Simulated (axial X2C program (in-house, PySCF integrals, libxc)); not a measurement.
**A two-component session on WCl: EOM-IP-CCSD levels**

Wanted for WCl: EOM-IP-CCSD levels, at the two-component level.

The runs use an in-house X2C program for linear molecules on PySCF integrals; two-component X2C with atomic mean-field terms, W dyall-acv3z, Cl dyall-av3z.

All values are calculated.

## 1. Set-up

task.json

```json
{
 "zs": [
  74,
  17
 ],
 "q": 0,
 "bas": [
  "dyall-acv3z",
  "dyall-av3z"
 ],
 "r0": 2.36,
 "eom": "ip",
 "rq": -1,
 "thr": -2.0,
 "nmax": 95,
 "grid": [
  1,
  0.96,
  1.045,
  0.92,
  1.09,
  1.15
 ]
}
```

Keys: zs atomic numbers; q charge; bas basis sets; r0 starting distance in Å; eom kind of EOM run; thr threshold in hartree for freezing inner shells (an s shell follows its p shell); nmax most natural virtual spinors; grid distances as factors.

The run is started by

```console
> python soeom.py task.json out
```

Further steps of the session: EOM-IP-CCSD at 2.357 Å.

Before running it: what results should come out? Wanted: next root led by one particle; T1 of the reference; lowest state, Re and ωe.

**Answer**, as computed:

| quantity | value |
| --- | --- |
| lowest root at 2.357 Å | Ω = 1/2, 1.791 eV |
| next root led by one particle | Ω = 1/2, about 5200 cm⁻¹ higher |
| T1 of the reference | 0.035 |
| lowest state, Re and ωe | 2.269 Å, 355 cm⁻¹ |

**Reading.** Removing an electron from the reference determinant of WCl⁻ costs 1.79 eV and empties a spinor of 47% W sσ, 22% W dπ, 15% W pσ. The closed-shell reference lies 1.19 eV above the lowest determinant found, so these energies count from an excited configuration. Errors of 0.1 to 0.3 eV are usual at this size, and roots led by higher excitations are left out, so the list is incomplete, and low states of that kind can be missing. T1 or the largest double amplitude of the reference is raised, which lowers the reliability. The bond is 0.150 Å shorter than in the closed-shell reference at CCSD (2.420 Å).
